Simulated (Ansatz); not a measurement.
# MoC2: the cost of one run

Computed with Ansatz 0.2.0 (DFT PBE, scalar-relativistic, plane waves, PAW, unless a step's input says otherwise).

## (1) The starting structure

The structure is cubic, space group Fm-3m (No. 225). Conventional cell: a = 4.890 Å, b = 4.890 Å, c = 4.890 Å, α = 90.00°, β = 90.00°, γ = 90.00°. Mo (site symmetry m-3m) has 8 C at 2.12 Å as nearest neighbours. C (site symmetry -43m) has 4 Mo at 2.12 Å as nearest neighbours.

Coordinates:

```cif
data_structure
_symmetry_space_group_name_H-M 'P 1'
_symmetry_Int_Tables_number 1
_cell_length_a 3.4579
_cell_length_b 3.4579
_cell_length_c 3.4579
_cell_angle_alpha 60.000
_cell_angle_beta 60.000
_cell_angle_gamma 60.000
_cell_volume 29.24
loop_
_atom_site_label
_atom_site_type_symbol
_atom_site_fract_x
_atom_site_fract_y
_atom_site_fract_z
_atom_site_occupancy
Mo1 Mo 0.00000 0.00000 0.00000 1
C1 C 0.25000 0.25000 0.25000 1
C2 C 0.75000 0.75000 0.75000 1
```

This is candidate A: fluorite type (Fm-3m, No. 225).

(A quick probe on a coarse mesh, which set the mesh and smearing, is not shown.)

## (3) Rough relaxation on the coarse mesh (candidate A)

input.yaml reads:

```yaml
crystal:
  lattice:
    - [0.0, 2.445109461, 2.445109461]
    - [2.445109461, 0.0, 2.445109461]
    - [2.445109461, 2.445109461, 0.0]
  atoms:
    - { symbol: Mo, position: [0.0, 0.0, 0.0] }
    - { symbol: C, position: [0.25, 0.25, 0.25] }
    - { symbol: C, position: [0.75, 0.75, 0.75] }
basis:
  ecutwfc: 420
kpoints:
  mp_grid: { grid: [6, 6, 6] }
hamiltonian:
  xc: pbe
scf:
  occupations: { method: gaussian, width: 0.1 }
  lower_state_search: "off"
output:
  forces: true
  stress: true
  eigenvalues: true
relax:
  adjacent_minimum: "off"
  f_tol: 0.04
  max_steps: 70
  cell: { stress_tol: 0.4 }
```

What time and memory should one allow on 1 thread of an x86-64 CPU, shared host?

About 3.7 s, with a peak of 0.43 GiB.
